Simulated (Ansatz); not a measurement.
Crystal: BC5.

```xyz
6
Lattice="-1.2526 3.8626 1.8671 1.2526 -3.8626 1.8671 1.2526 3.8626 -1.8671" Properties=species:S:1:pos:R:3 pbc="T T T"
C     0.0000    0.0000    3.0818
C     0.0000    1.3012    0.1559
C     0.0000    6.4239    0.1559
C     1.2526    1.3317    1.0590
C     1.2526   -1.3317    1.0590
B     0.0000    3.8626    0.0903
```

The cell comes from a database or a generator and needn't be the stable form of this composition.

| Quantity | Value |
| --- | --- |
| Program | Ansatz 0.2.0 |
| Task | single point |
| Functional | PBE |
| Potentials or basis | Ansatz PAW |
| Cutoff | 420 eV (not typed: the program's choice for these potentials) |
| k mesh | 13 × 13 × 13 |
| Occupations | fermi-dirac, width 0.05 eV |
| Spin | no spin polarisation |

On this cell: pressure -0.5 GPa; largest force 0.052 eV/Å; band gap on the k mesh none (metal or under the smearing width).

The same run follows on a disturbed copy (atoms moved at random, drawn with an rms of 0.05 Å):

```xyz
6
Lattice="-1.2526 3.8626 1.8671 1.2526 -3.8626 1.8671 1.2526 3.8626 -1.8671" Properties=species:S:1:pos:R:3 pbc="T T T"
C     0.0122    0.0127    3.1010
C    -0.0185    1.3305    0.1350
C    -0.0558    6.3940    0.1734
C     1.2122    1.2847    1.0607
C     1.2713   -1.3369    1.0255
B    -0.0404    3.8448    0.1253
```

Problem. What changes?

Solution. The energy (extrapolated to zero smearing) moves by +38.9 meV/atom; pressure 1.0 GPa; largest force 2.851 eV/Å; band gap on the k mesh none (metal or under the smearing width).

Forces in eV/Å, atoms in the order of the input:
```
C   -0.406 -0.946 -0.605
C   -0.277 -1.432  0.999
C    2.094  0.941 -1.185
C    0.633  1.536 -0.235
C   -2.169 -0.212  1.839
B    0.124  0.112 -0.813
```

Stress tensor (GPa, compression positive):
```
 2.57 -0.80 -1.37
-0.80 -2.12 -0.26
-1.37 -0.26  2.40
```
